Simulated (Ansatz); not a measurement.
Input of an Ansatz 0.2.0 run:

The input input.yaml:

```yaml
crystal:
  lattice:
    - [7.58666, -1.70971, -1.17576]
    - [7.58666, 1.70971, -1.17576]
    - [-2.02446, 0.0, 13.05155]
  atoms:
    - { symbol: Hf, position: [0.94514, 0.94514, 0.06144] }
    - { symbol: Hf, position: [0.60628, 0.60628, 0.28309] }
    - { symbol: Pd, position: [0.1792, 0.1792, 0.50964] }
    - { symbol: Pd, position: [0.32286, 0.32286, 0.74307] }
    - { symbol: Se, position: [0.92232, 0.92232, 0.84566] }
    - { symbol: Se, position: [0.78991, 0.78991, 0.588] }
    - { symbol: Br, position: [0.58645, 0.58645, 0.0452] }
    - { symbol: Br, position: [0.24604, 0.24604, 0.28651] }
    - { symbol: O, position: [0.59701, 0.59701, 0.42127] }
    - { symbol: O, position: [0.38554, 0.38554, 0.07302] }
    - { symbol: O, position: [0.03094, 0.03094, 0.22169] }
hamiltonian:
  xc: r2scan
  pseudopotentials: { kind: paw }
kpoints:
  mp_grid: { grid: [6, 6, 2] }
scf:
  occupations: { method: fermi_dirac, width: 0.05 }
output:
  forces: true
  stress: true
  eigenvalues: true
relax:
  f_tol: 0.01
  max_steps: 40
  cell: { stress_tol: 0.05 }
```

Potentials or basis: Ansatz PAW.

Launch:

```console
$ ansatz run input.yaml --threads 8 --pin off --max-ram 20480MiB --backend cpu --events-out ev --progress --plain --runs-dir out
```

(1) Predict the band gap on the k mesh.

(2) Estimate the relaxed cell.

(3) Estimate the relaxed volume.

## Answers

(1) 0.85 eV, indirect (least direct gap 0.86 eV).

(2) a = 6.526 Å, b = 6.526 Å, c = 13.499 Å, α = 106.76°, β = 106.76°, γ = 30.26°.

(3) 25.13 Å³/atom.

Caveat: the volume moved by over 15 % at a fixed basis, so the end points are rough; the plane-wave basis is chosen anew once the cell has moved, so the energies of steps on either side of that aren't comparable; spin-orbit coupling is left out, which moves the levels of the heavy elements; the PAW data sets come from PBE, with cores solved anew for the run's functional, which leaves a small shift of forces and pressure.
